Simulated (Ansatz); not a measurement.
# F4Zn: the cost of one run

Method: RKS PBE0/def2-TZVP; program: Ansatz 0.2.0, Gaussian basis.

## Step 1: Starting geometry

5 atoms, charge 0, spin multiplicity 1.

Atoms are counted from 1 here; the program's logs count them from 0.

Bond lengths: Zn1–F2 1.742 Å, Zn1–F3 1.742 Å, Zn1–F4 1.742 Å, Zn1–F5 1.742 Å. Angles: F2–Zn1–F3 109.5°, F2–Zn1–F4 109.5°, F2–Zn1–F5 109.5°, F3–Zn1–F4 109.5°, F3–Zn1–F5 109.5°, F4–Zn1–F5 109.5°.

The start was built by rule and, where that kept it together, relaxed with GFN2-xTB. Sticks and bond lists go by distance. 

## Step 2: Relaxation

Contents of in.yaml:

```yaml
crystal:
  periodic: [false, false, false]
  atoms:
    - {symbol: Zn, position_ang: [0.000000, 0.000000, 0.000000]}
    - {symbol: F, position_ang: [0.997106, 1.014854, 1.005867]}
    - {symbol: F, position_ang: [-1.002626, -1.009211, 1.006059]}
    - {symbol: F, position_ang: [-1.009261, 0.997042, -1.011545]}
    - {symbol: F, position_ang: [1.014780, -1.002685, -1.000380]}
basis:
  gaussian: {orbitals: def2-TZVP}
hamiltonian: {xc: pbe0}
relax: {f_tol: 0.004, max_steps: 80}
```

The run is started by

```console
ansatz run in.yaml --threads 1 --pin off --events-out ev --progress --plain --max-ram 2176MiB
```

What time and memory should one allow on 1 thread of Intel Xeon 6975P-C, shared host?

About 73 s, with a peak of 0.55 GiB.
